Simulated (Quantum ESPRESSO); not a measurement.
A run of Quantum ESPRESSO 7.5:

pw.in

```
&CONTROL
  calculation = 'vc-relax'
  prefix = 'pwscf'
  outdir = './tmp'
  pseudo_dir = './pseudo'
  tprnfor = .true.
  tstress = .true.
  disk_io = 'low'
  nstep = 40
  forc_conv_thr = 0.0004
  etot_conv_thr = 1d-05
/
&SYSTEM
  ibrav = 0
  nat = 1
  ntyp = 1
  ecutwfc = 45
  ecutrho = 360
  nbnd = 13
  occupations = 'smearing'
  smearing = 'mp'
  degauss = 0.00734986
/
&ELECTRONS
  conv_thr = 2d-10
  electron_maxstep = 120
  mixing_beta = 0.5
/
&IONS
  ion_dynamics = 'bfgs'
/
&CELL
  cell_dynamics = 'bfgs'
  press = 0
  press_conv_thr = 0.3
/
ATOMIC_SPECIES
Mo    95.9500 mo_pbe_v1.uspp.F.UPF
CELL_PARAMETERS angstrom
  -1.5735000000    1.5735000000    1.5735000000
   1.5735000000   -1.5735000000    1.5735000000
   1.5735000000    1.5735000000   -1.5735000000
ATOMIC_POSITIONS crystal
Mo     0.0000000000    0.0000000000    0.0000000000
K_POINTS automatic
18 18 18 0 0 0
```

Potentials or basis: GBRV 1.5 PBE.

Launch:

```sh
$ OMP_NUM_THREADS=1 pw.x -in pw.in > pw.out
```

Hardware: 1 thread of Intel(R) Xeon(R) Platinum 8259CL CPU @ 2.50GHz (Skylake/Cascade Lake), on a shared host.

Question: Estimate the wall time of this run.

Answer: Wall time 78 s on 1 thread of Intel(R) Xeon(R) Platinum 8259CL CPU @ 2.50GHz (Skylake/Cascade Lake) (shared host), peak memory 0.12 GiB. Counts: scf iterations 28, k pools 1, bands 13, ion steps 4, k points 195, g dense 12113.
